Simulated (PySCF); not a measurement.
# AlBrH5N: the cost of one run

The runs use PySCF 2.14.0, with density-fitted response routines of our own; the level of theory stands in each step. All values are computed, except where a source is named. Atoms are numbered from 0 throughout.

### 1 Starting geometry

8 atoms, charge 0, multiplicity 1; geometry from: GFN2-xTB. The atoms were then displaced at random by about 0.01 Å, so the start is not that level's minimum.

Bonds of the start (Å): N0–Al1 2.05, Al1–Br2 2.26, N0–H3 1.02, N0–H4 1.05, N0–H5 1.00, Al1–H6 1.55, Al1–H7 1.54.

### 2 Relaxing the molecule at PBE0-D3(BJ)/def2-SVP

The job: settings as JSON, then the geometry in Å.

```
{"job": {"xc": "PBE0", "basis": "def2-SVP", "d3": "d3bj", "grid": 1, "shake": 0.01, "kind": "geom"}, "charge": 0, "multiplicity": 1}
N     -0.988320     0.067970    -0.045960
Al     1.033030    -0.282720     0.026170
Br     1.788270     1.839340     0.230480
H     -1.307500     0.551850     0.797440
H     -1.265300     0.684240    -0.849040
H     -1.516750    -0.780330    -0.151570
H      1.232290    -0.946410    -1.356260
H      1.079420    -1.153080     1.296280
```

On the command line:

```sh
$ OMP_NUM_THREADS=1 python probes_run.py task.json out
```

The driver reads the jobs from task.json and runs them one after another.

**Question.** How long does this first job take on 1 thread of Arm Neoverse V1, shared host, and how much memory does it need?

About 22 s, with a peak of 0.37 GiB.
